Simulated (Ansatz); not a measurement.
# ClF3SW: a ladder of functionals and wavefunction methods

The task here is to estimate one member of a computed series from the others.

The runs use Ansatz 0.2.0, Gaussian basis; functionals in def2-TZVPP, the program's frozen cores in correlated methods.

The runs, in order: LDA (SPW92), PBE-D4, revPBE-D4, BLYP-D4, r2SCAN-D4, B97M-V, PBE0-D4, B3LYP-D4, r2SCANh-D4, r2SCAN0-D4, HSE06-D4, BHLYP-D4, CAM-B3LYP-D4, LC-ωPBE, ωB97X-V, ωB97M-V, B2PLYP, PBE-QIDH; CCSD(T)/def2-SVP; CCSD(T)/def2-TZVPP; MP2/def2-QZVPP; extrapolation to the limit; RPA on PBE.

1 further run of the same task is left out (for a known fault of the program). Runs told in other sessions of the task aren't counted.

### Structure used throughout

All runs share one geometry, relaxed beforehand with PBE0-D4 in a triple-zeta def2 set. W takes the def2 core potential; no spin-orbit term is included.

SMILES `[F][W]([F])([F])(=[S])[Cl]`, 6 atoms, charge 0, spin multiplicity 1.

Atoms are counted from 1 here; the program's logs count them from 0.

Bond lengths: F1–W2 1.850 Å, W2–F3 1.853 Å, W2–F4 1.850 Å, W2–S5 2.090 Å, W2–Cl6 2.270 Å. Angles: F1–W2–F3 84.6°, F1–W2–F4 151.7°, F1–W2–S5 104.1°, F1–W2–Cl6 87.4°, F3–W2–F4 84.6°, F3–W2–S5 107.4°, F3–W2–Cl6 146.7°, F4–W2–S5 104.1°, F4–W2–Cl6 87.4°, S5–W2–Cl6 105.9°.

Set-up of the first run:

File in.yaml:

```yaml
crystal:
  periodic: [false, false, false]
  atoms:
    - {symbol: F, position_ang: [-1.403990, 0.699423, -0.974900]}
    - {symbol: W, position_ang: [-0.016178, -0.060730, -0.017242]}
    - {symbol: F, position_ang: [-1.094747, -1.566893, 0.014740]}
    - {symbol: F, position_ang: [0.698319, -0.752593, 1.542176]}
    - {symbol: S, position_ang: [1.472091, -0.386636, -1.448278]}
    - {symbol: Cl, position_ang: [0.386506, 2.003629, 0.837303]}
basis:
  gaussian: {orbitals: def2-TZVPP}
hamiltonian: {xc: lda}
output: {orbitals: {seedname: orbitals}}
```

Run with:

```console
ansatz run in.yaml --threads 4 --pin off --events-out ev --progress --plain --max-ram 10444MiB
```

Steps of the session up to this table: LDA; PBE-D4 (GGA); revPBE-D4 (GGA); BLYP-D4 (GGA); r2SCAN-D4 (meta-GGA); B97M-V (meta-GGA); B3LYP-D4 (hybrid); r2SCANh-D4 (hybrid); r2SCAN0-D4 (hybrid); HSE06-D4 (hybrid); BHLYP-D4 (hybrid); CAM-B3LYP-D4 (range-separated); LC-ωPBE (range-separated); ωB97X-V (range-separated); ωB97M-V (range-separated); B2PLYP (double hybrid); PBE-QIDH (double hybrid).

One of the session's tables, all rows but one given; the rest of the session is left out.

It belongs to the step «Frontier levels by functional». 

```
  functional  HOMO (eV)  LUMO (eV)  gap (eV)
 LDA (SPW92)          ?          ?         ?
      PBE-D4      -7.91      -4.64      3.27
   revPBE-D4      -7.84      -4.54      3.30
     BLYP-D4      -7.74      -4.52      3.22
   r2SCAN-D4      -8.27      -4.65      3.62
      B97M-V      -8.32      -4.62      3.70
     PBE0-D4      -9.21      -3.92      5.29
    B3LYP-D4      -8.95      -4.12      4.82
  r2SCANh-D4      -8.74      -4.36      4.38
  r2SCAN0-D4      -9.44      -3.91      5.54
    HSE06-D4      -8.81      -4.30      4.51
    BHLYP-D4     -10.32      -2.99      7.33
CAM-B3LYP-D4     -10.46      -2.81      7.65
     LC-ωPBE     -11.76      -1.63     10.13
     ωB97X-V     -11.43      -1.70      9.72
     ωB97M-V     -11.27      -1.69      9.57
```

Q: Estimate the row for LDA (SPW92) from the others.

**Answer.** HOMO (eV): -8.09; LUMO (eV): -4.89; gap (eV): 3.20. In the column «HOMO (eV)» it lies between r2SCAN-D4 (-8.27) and PBE-D4 (-7.91).
